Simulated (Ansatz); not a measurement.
# Lu2SiBr2: the cost of one run

Computed with Ansatz 0.2.0 (DFT PBE, scalar-relativistic, plane waves, PAW, unless a step's input says otherwise).

**1. Starting point**

Symmetry: Cmm2, No. 35, orthorhombic system. The conventional cell has a = 6.380 Å, b = 6.959 Å, c = 6.117 Å, α = 90.00°, β = 90.00°, γ = 90.00°. Lu (site symmetry 2) has 4 Br at 2.45 to 2.75 Å and 4 Lu at 3.19 to 3.48 Å and 2 Si at 3.49 Å in its first shell of neighbours. Around Si (site symmetry mm2) lie 4 Br at 3.39 to 3.66 Å and 4 Lu at 3.49 Å. Br (site symmetry mm2) has 1 Br at 2.09 Å and 4 Lu at 2.45 Å in its first shell of neighbours. Br (site symmetry mm2) is surrounded by 1 Br at 2.09 Å and 4 Lu at 2.75 Å.

Coordinates:

```cif
data_structure
_symmetry_space_group_name_H-M 'Cmm2'
_symmetry_Int_Tables_number 35
_cell_length_a 6.3800
_cell_length_b 6.9591
_cell_length_c 6.1173
_cell_angle_alpha 90.000
_cell_angle_beta 90.000
_cell_angle_gamma 90.000
_cell_volume 271.60
loop_
_atom_site_label
_atom_site_type_symbol
_atom_site_symmetry_multiplicity
_atom_site_Wyckoff_symbol
_atom_site_fract_x
_atom_site_fract_y
_atom_site_fract_z
_atom_site_occupancy
Lu1 Lu 4 c 0.25000 0.75000 0.05964 1
Si1 Si 2 a 0.00000 0.00000 0.47954 1
Br1 Br 2 b 0.50000 0.00000 0.94944 1
Br2 Br 2 b 0.50000 0.00000 0.29153 1
```

Recipe of the guess: random cell by space group and Wyckoff sites (Cmm2, No. 35). The dimensions are guesses.

**2. A first look at the guess**

Contents of input.yaml:

```yaml
crystal:
  lattice:
    - [3.19000785, -3.47952708, 0.0]
    - [3.19000785, 3.47952708, 0.0]
    - [0.0, 0.0, 6.11732504]
  atoms:
    - { symbol: Lu, position: [0.0, 0.5, 0.94036377] }
    - { symbol: Lu, position: [0.5, 0.0, 0.94036377] }
    - { symbol: Si, position: [0.0, 0.0, 0.52045591] }
    - { symbol: Br, position: [0.5, 0.5, 0.05056358] }
    - { symbol: Br, position: [0.5, 0.5, 0.70847305] }
basis:
  ecutwfc: 420
kpoints:
  mp_grid: { grid: [4, 4, 4] }
hamiltonian:
  xc: pbe
scf:
  occupations: { method: gaussian, width: 0.1 }
  lower_state_search: "off"
output:
  forces: true
  stress: true
  eigenvalues: true
```

Run with:

```sh
$ ansatz run input.yaml --threads 1 --pin off --max-ram 2560MiB --backend cpu --events-out ev --progress --plain --runs-dir out
```

What time and memory should one allow on 1 thread of Intel Xeon at 2.50GHz (Skylake/Cascade Lake), shared host?

About 30 s, with a peak of 0.41 GiB.
